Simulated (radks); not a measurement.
**Spin polarisation of the 5d shell in Os**

One table from this session's results is given with a row withheld; the runs are named, their logs left out.

Method: scalar-relativistic Kohn-Sham, r2SCAN, spin-polarised, spherical densities, finite nucleus. Code: radks (a radial shooting solver on a logarithmic mesh, Libxc functionals) version 1.

### What is computed

* element: osmium (Z = 76)
* charge: 0
* electrons: 76
* configuration: [Xe] 4f14 5d(up 3, down 3) 6s2
* nuclear rms radius: 5.4126 fm

A shell typed twice in an input gives spin up, then spin down.

The first run:

Input:

```text
Z 76
configuration [Xe] 4f14 5d3 5d3 6s2
relativity scalar-relativistic
functional r2scan,r2scan
spin polarised
nucleus finite rms 5.4126 fm
c 137.035999084
```

Among the steps run: No moment.

One of the session's tables, all rows but one given; the rest of the session is left out.

Sizes of the orbitals, from the radial functions (bohr):

```
level     <r>  outermost maximum (interpolated)  90 % within  nodes
   4s  0.4319                             0.405        0.619      3
   4p  0.4591                             0.425        0.666      2
   4d       ?                                 ?            ?      ?
   5s   1.009                             0.915         1.45      4
   4f  0.5563                             0.407        0.908      0
   5p   1.171                              1.03         1.71      3
   5d   1.808                              1.35         2.88      2
   6s   2.969                              2.49         4.42      5
```

**Question.** Estimate the row for 4d.

The run gave: <r>: 0.4889; outermost maximum (interpolated): 0.435; 90 % within: 0.731; nodes: 1. In the column «<r>» it lies between 4p (0.4591) and 4f (0.5563).
